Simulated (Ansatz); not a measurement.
Write a Python script for Ansatz's Python interface that makes harmonic frequencies at the relaxed geometry of C3H5NSe, SMILES C=CN=C[SeH]. Settings (for the species named): PBE0, def2-SVP basis, multiplicity 1.

```json
{"atom": "C", "x (Å)": "0.4028", "y (Å)": "-1.3076", "z (Å)": "0.9588"}
{"atom": "C", "x (Å)": "-0.4436", "y (Å)": "-1.1012", "z (Å)": "-0.1104"}
{"atom": "N", "x (Å)": "-1.2054", "y (Å)": "0.1159", "z (Å)": "-0.3483"}
{"atom": "C", "x (Å)": "-0.6202", "y (Å)": "1.3344", "z (Å)": "-0.3102"}
{"atom": "Se", "x (Å)": "1.1866", "y (Å)": "1.7170", "z (Å)": "-0.1543"}
{"atom": "H", "x (Å)": "0.4993", "y (Å)": "-0.4543", "z (Å)": "1.6677"}
{"atom": "H", "x (Å)": "0.8691", "y (Å)": "-2.2120", "z (Å)": "1.1174"}
{"atom": "H", "x (Å)": "-0.6036", "y (Å)": "-1.9340", "z (Å)": "-0.7511"}
{"atom": "H", "x (Å)": "-1.3634", "y (Å)": "2.1703", "z (Å)": "-0.4310"}
{"atom": "H", "x (Å)": "1.3614", "y (Å)": "1.6203", "z (Å)": "-1.6358"}
```

`freq_c3h5nse.py`
```python
"""Harmonic frequencies of C3H5NSe at its relaxed geometry."""

import itertools

import ansatz as az
from ase.data import atomic_numbers, covalent_radii
import numpy as np

config = {
    "basis": "def2-SVP",
    "functional": "PBE0",
}


def main() -> None:
    geometry_ang = [
        ("C", [0.4028, -1.3076, 0.9588]),
        ("C", [-0.4436, -1.1012, -0.1104]),
        ("N", [-1.2054, 0.1159, -0.3483]),
        ("C", [-0.6202, 1.3344, -0.3102]),
        ("Se", [1.1866, 1.717, -0.1543]),
        ("H", [0.4993, -0.4543, 1.6677]),
        ("H", [0.8691, -2.212, 1.1174]),
        ("H", [-0.6036, -1.934, -0.7511]),
        ("H", [-1.3634, 2.1703, -0.431]),
        ("H", [1.3614, 1.6203, -1.6358]),
    ]
    system = az.Crystal.molecule()
    for symbol, xyz in geometry_ang:
        system = system.atom(symbol, xyz)

    calculation = (
        system.calculation()
        .basis(gaussian=config["basis"])
        .functional(config["functional"])
        .accuracy("medium")
    )
    symbols = [site.symbol for site in system.cartesian_sites]
    start = np.array([site.position_ang for site in system.cartesian_sites], dtype=float)
    def progress(event):
        if event["event"] == "relax_step":
            row = event["data"]
            print(f"step {row['step']:3d}  E = {row['lagrangian_ev']:.6f} eV  largest force component {row['allowed_force_max_ev_ang']:.4f} eV/A")


    rep = calculation.relax(force_tolerance=0.003).session().plan().execute(on_event=progress).report
    end = np.array(rep["positions_ang"])

    # pairs closer than 1.2 times the sum of covalent radii, before or after
    radius = [covalent_radii[atomic_numbers[s]] for s in symbols]
    span = lambda where, i, j: np.linalg.norm(where[i] - where[j])
    bonded = [(i, j) for i, j in itertools.combinations(range(len(symbols)), 2) if min(span(start, i, j), span(end, i, j)) < 1.2 * (radius[i] + radius[j])]
    print("pair        before    after (A)")
    for i, j in bonded:
        print(f"{symbols[i]}{i}-{symbols[j]}{j}".ljust(10), f"{span(start, i, j):8.4f} {span(end, i, j):8.4f}")
    for first, second in list(itertools.combinations(bonded, 2)):
        shared = set(first) & set(second)
        if shared and symbols[(j := shared.pop())] != "H":
            i, k = sorted((set(first) | set(second)) - {j})
            u, v = end[i] - end[j], end[k] - end[j]
            angle = np.degrees(np.arccos(np.clip(u @ v / np.linalg.norm(u) / np.linalg.norm(v), -1, 1)))
            print(f"final angle {symbols[i]}{i}-{symbols[j]}{j}-{symbols[k]}{k}: {angle:.2f} deg")

    # frequencies need a stationary point, so they are taken at the relaxed geometry
    minimum = az.Crystal.molecule()
    for symbol, place in zip(symbols, end):
        minimum = minimum.atom(symbol, place.tolist())
    vibrating = minimum.calculation()
    vibrating = vibrating.basis(gaussian=config["basis"])
    vibrating = vibrating.functional(config["functional"]).accuracy("medium")
    vibrating = vibrating.phonons(temperatures=(298.15, 498.15, 100))
    vib = vibrating.run(threads=1).report["vibrations"]
    sums = vib["harmonic_sums"]
    modes = [m["omega_inv_cm"] for m in sums["modes_at_gamma"] if m["rigid_motion"] == "no"]
    for number, w in enumerate(modes, start=1):
        print(f"mode {number:2d} {w:9.1f} 1/cm {w / 8065.544 * 1000:8.2f} meV")
    print("imaginary modes:", sum(w < 0 for w in modes), " zero-point energy:", round(sums["zero_point_energy_ev"], 4), "eV")
    print("T (K)   F_vib (eV)   S_vib (meV/K)   C_vib (meV/K)")
    for row in zip(sums["temperatures_k"], sums["vibrational_free_energy_ev"], vib["entropy_ev_per_k"], vib["heat_capacity_ev_per_k"]):
        print(f"{row[0]:6.1f} {row[1]:11.4f} {1000 * row[2]:13.4f} {1000 * row[3]:15.4f}")


if __name__ == "__main__":
    main()
```

```console
$ python freq_c3h5nse.py
step   1  E = -70004.979565 eV  largest force component 4.2007 eV/A
step   2  E = -70005.537127 eV  largest force component 2.2852 eV/A
step   3  E = -70005.664059 eV  largest force component 0.7229 eV/A
step   4  E = -70005.704479 eV  largest force component 0.6114 eV/A
step   5  E = -70005.772423 eV  largest force component 0.7015 eV/A
step   6  E = -70005.823681 eV  largest force component 0.9574 eV/A
step   7  E = -70005.908408 eV  largest force component 0.4362 eV/A
step   8  E = -70005.953527 eV  largest force component 0.4888 eV/A
step   9  E = -70005.980231 eV  largest force component 0.3182 eV/A
step  10  E = -70005.983156 eV  largest force component 0.0536 eV/A
step  11  E = -70005.983926 eV  largest force component 0.0444 eV/A
step  12  E = -70005.984159 eV  largest force component 0.0262 eV/A
step  13  E = -70005.984346 eV  largest force component 0.0142 eV/A
step  14  E = -70005.984373 eV  largest force component 0.0073 eV/A
step  15  E = -70005.984378 eV  largest force component 0.0035 eV/A
step  16  E = -70005.984379 eV  largest force component 0.0015 eV/A
pair        before    after (A)
C0-C1        1.3792   1.3400
C0-H5        1.1135   1.0934
C0-H6        1.0298   1.0914
C1-N2        1.4554   1.3861
C1-H7        1.0629   1.0973
N2-C3        1.3523   1.2600
C3-Se4       1.8534   1.9259
C3-H8        1.1250   1.0989
Se4-H9       1.4949   1.4713
final angle C1-C0-H5: 121.70 deg
final angle C1-C0-H6: 120.28 deg
final angle C0-C1-N2: 125.61 deg
final angle C0-C1-H7: 120.50 deg
final angle H5-C0-H6: 117.96 deg
final angle N2-C1-H7: 113.72 deg
final angle C1-N2-C3: 124.00 deg
final angle N2-C3-Se4: 126.32 deg
final angle N2-C3-H8: 119.69 deg
final angle Se4-C3-H8: 113.99 deg
final angle C3-Se4-H9: 91.92 deg
mode  1      93.6 1/cm    11.60 meV
mode  2     144.2 1/cm    17.88 meV
mode  3     268.3 1/cm    33.27 meV
mode  4     318.8 1/cm    39.53 meV
mode  5     415.7 1/cm    51.55 meV
mode  6     590.7 1/cm    73.24 meV
mode  7     644.4 1/cm    79.89 meV
mode  8     758.2 1/cm    94.01 meV
mode  9     861.2 1/cm   106.78 meV
mode 10     875.6 1/cm   108.56 meV
mode 11     898.4 1/cm   111.39 meV
mode 12     948.8 1/cm   117.64 meV
mode 13    1001.6 1/cm   124.19 meV
mode 14    1141.2 1/cm   141.50 meV
mode 15    1307.3 1/cm   162.08 meV
mode 16    1326.7 1/cm   164.48 meV
mode 17    1417.2 1/cm   175.71 meV
mode 18    1696.0 1/cm   210.27 meV
mode 19    1769.1 1/cm   219.34 meV
mode 20    2455.1 1/cm   304.39 meV
mode 21    3159.9 1/cm   391.78 meV
mode 22    3172.0 1/cm   393.28 meV
mode 23    3181.7 1/cm   394.48 meV
mode 24    3285.7 1/cm   407.37 meV
imaginary modes: 0  zero-point energy: 1.9671 eV
T (K)   F_vib (eV)   S_vib (meV/K)   C_vib (meV/K)
 298.1      1.9000        0.5223          0.6278
 398.1      1.8372        0.7330          0.8339
 498.1      1.7536        0.9390          1.0052
```

What to keep in mind:
- These settings explore the input space; basis and method may be short of convergence.
- The frequencies are harmonic and unscaled, in a modest basis. The result belongs to the one conformer reached from this start, and soft torsions count as harmonic oscillators.
- Hardware and time: 6.7 min on 1 thread of Arm Neoverse V1 (shared host), peak memory 0.36 GiB.
